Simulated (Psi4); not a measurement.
# InH3 (SMILES [InH3]): HF/3-21G

What is the vertical ionisation energy of InH3 at HF/3-21G? 

The calculation is run with Psi4 1.11.

2 further runs of the same task are left out: 2 set aside as unsound or not needed.

### 1 The molecule

The species is InH3 (4 atoms), meant as a singlet with charge 0. As SMILES, `[InH3]`. Geometry: relaxed at PBE0-D4/def2-TZVP.

Bond lengths: In1–H2 1.724 Å, In1–H3 1.724 Å, In1–H4 1.724 Å. Angles: H2–In1–H3 120.0°, H2–In1–H4 120.0°, H3–In1–H4 120.0°.

### 2 A single-point energy at HF/3-21G

job.dat reads:

```
memory 1600 MB

molecule molecule1 {
  In     0.013900    -0.015100    -0.005100
  H      0.415500     1.516000     0.678200
  H     -1.095600    -0.107300    -1.321400
  H      0.721800    -1.454000     0.628000
  symmetry c1
  no_reorient
  no_com
}

set {
  basis         3-21G
  reference     rhf
  puream        true
  e_convergence 1e-09
  d_convergence 1e-08
  scf_type      pk
}

result, w = energy("scf", return_wfn=True)
oeprop(w, "WIBERG_LOWDIN_INDICES", "LOWDIN_CHARGES", "QUADRUPOLE", title="SCF")
```

The run is started by

```bash
$ psi4 job.dat job.out -n 1
```

job.out:

```text
[...]
  Running in c1 symmetry.
[...]
  Nuclear repulsion =   45.651809738480758
[...]
  Multiplicity = 1
[...]
  Nalpha       = 26
  Nbeta        = 26
[...]
    Number of basis functions: 37
[...]
   @RHF iter   1: -5716.14525871905971   -3.40584e+00   1.49059e-02 DIIS/ADIIS
[...]
   @RHF iter   8: -5716.41638595712175   -5.45697e-12   1.78338e-09 DIIS
[...]
    Orbital Energies [Eh]
    ---------------------
    Doubly Occupied:
       1A   -991.691640     2A   -148.663877     3A   -138.095145
       4A   -138.093992     5A   -138.093992     6A    -29.549381
       7A    -25.091609     8A    -25.087022     9A    -25.087022
      10A    -17.491632    11A    -17.490279    12A    -17.490278
      13A    -17.486419    14A    -17.486419    15A     -4.996408
      16A     -3.469484    17A     -3.462003    18A     -3.462002
      19A     -1.100477    20A     -1.093987    21A     -1.093986
      22A     -1.089982    23A     -1.089980    24A     -0.546077
      25A     -0.402394    26A     -0.402388
[...]
  @RHF Final Energy: -5716.41638595712175
   => Energetics <=
    Nuclear Repulsion Energy =             45.6518097384807575
    One-Electron Energy =               -7985.9206433246581582
    Two-Electron Energy =                2223.8524476290567691
    Total Energy =                      -5716.4163859571208377
[...]
 Multipole Moments:
 ------------------------------------------------------------------------------------
     Multipole            Electronic (a.u.)      Nuclear  (a.u.)        Total (a.u.)
 ------------------------------------------------------------------------------------
 L = 1.  Multiply by 2.5417464519 to convert [e a0] to [Debye]
 Dipole X            :         -1.3659024            1.3658940           -0.0000084
 Dipole Y            :          1.4838104           -1.4838130           -0.0000025
 Dipole Z            :          0.5008828           -0.5009664           -0.0000836
 Magnitude           :                                                    0.0000840
 L = 2.  Multiply by 1.3450342976 to convert [e a0^2] to [Debye ang]
 Quadrupole XX       :        -26.9775550            6.7973153          -20.1802397
 Quadrupole XY       :          1.5866709           -1.1153361            0.4713348
[...]
```

Wall time 3.9 s (1 thread of AMD EPYC 7R43 (Zen 3), shared host); peak memory 0.17 GiB.

### 3 The doublet cation at the same level

input.in reads:

```
memory 1600 MB

molecule m {
  1 2
  In
  H 1 1.724079
  H 1 1.723989 2 120.00054
  H 1 1.724057 3 119.99935 2 179.99752
  symmetry c1
}

set {
  basis 3-21G
  reference uhf
  puream true
  e_convergence 1e-09
  d_convergence 1e-08
  scf_type pk
  maxiter 200
}

e_tot, wfn = energy('hf', return_wfn=True)
oeprop(wfn, 'QUADRUPOLE', 'MAYER_INDICES', 'LOWDIN_CHARGES')
```

The run is started by

```bash
$ psi4 -i input.in -o input.out -n 1
```

input.out:

```text
[...]
  Running in c1 symmetry.
[...]
  Nuclear repulsion =   45.651803749216057
[...]
  Multiplicity = 2
[...]
  Nalpha       = 26
  Nbeta        = 25
[...]
    Number of basis functions: 37
[...]
   @UHF iter   1: -5715.83295400417774   -3.09354e+00   1.37429e-02 DIIS/ADIIS
[...]
   @UHF iter  16: -5716.04967699928784   -8.54925e-11   7.97211e-09 DIIS
[...]
   @S^2 Observed:                8.679550625E-01
[...]
    Orbital Energies [Eh]
    ---------------------
    Alpha Occupied:
       1A   -991.974016     2A   -148.945698     3A   -138.376856
       4A   -138.376706     5A   -138.375494     6A    -29.829984
       7A    -25.370832     8A    -25.370397     9A    -25.366428
      10A    -17.772388    11A    -17.772030    12A    -17.769198
      13A    -17.768541    14A    -17.767495    15A     -5.275727
      16A     -3.749798    17A     -3.743578    18A     -3.737609
      19A     -1.383772    20A     -1.376956    21A     -1.374976
      22A     -1.365525    23A     -1.363691    24A     -0.865914
      25A     -0.781438    26A     -0.645042
    Alpha Virtual:
[...]
  @UHF Final Energy: -5716.04967699928784
   => Energetics <=
    Nuclear Repulsion Energy =             45.6518037492160573
    One-Electron Energy =               -7971.3632044865480566
    Two-Electron Energy =                2209.6617237380446568
    Total Energy =                      -5716.0496769992878399
  UHF NO Occupations:
  HONO-2 :   24  A 1.9983311
  HONO-1 :   25  A 1.9411678
[...]
 Multipole Moments:
 ------------------------------------------------------------------------------------
     Multipole            Electronic (a.u.)      Nuclear  (a.u.)        Total (a.u.)
 ------------------------------------------------------------------------------------
 L = 1.  Multiply by 2.5417464519 to convert [e a0] to [Debye]
 Dipole X            :          0.0000777           -0.0000679            0.0000098
 Dipole Y            :         -0.5875817           -0.0000686           -0.5876504
 Dipole Z            :          0.3394259            0.0000410            0.3394669
 Magnitude           :                                                    0.6786536
 L = 2.  Multiply by 1.3450342976 to convert [e a0^2] to [Debye ang]
 Quadrupole XX       :        -15.4494286            0.0000000          -15.4494285
 Quadrupole XY       :         -0.0003610            0.0003446           -0.0000164
[...]
```

It took 3.9 s on 1 thread of AMD EPYC 7R43 (Zen 3), shared host; peak memory 0.18 GiB.

### 4 What came out

Level: HF/3-21G.

| quantity | value |
| --- | --- |
| singlet InH3: total energy | -5716.41639 Eh |
| singlet InH3: dipole moment | 0.00 D |
| singlet InH3: HOMO energy | -10.95 eV |
| singlet InH3: LUMO energy | 0.64 eV |
| singlet InH3: HOMO–LUMO gap | 11.59 eV |
| doublet cation: total energy | -5716.04968 Eh |
| doublet cation: HOMO energy (highest over α and β) | -16.58 eV |
| doublet cation: LUMO energy (lowest over α and β) | -9.12 eV |
| doublet cation: ⟨S²⟩ | 0.868 |
| vertical ionisation energy (to the doublet cation) | 9.979 eV |

In words: Removing an electron at fixed nuclei costs 9.98 eV (230 kcal/mol). −ε(HOMO) before ionisation, 10.95 eV, is 0.97 eV above this ionisation energy. Relativity is left out (singlet InH3) although the molecule holds a heavy atom. ⟨S²⟩ (doublet cation) is 0.87 where a pure doublet has 0.75: the reference is spin-contaminated. Relativity is left out (doublet cation) although the molecule holds a heavy atom.
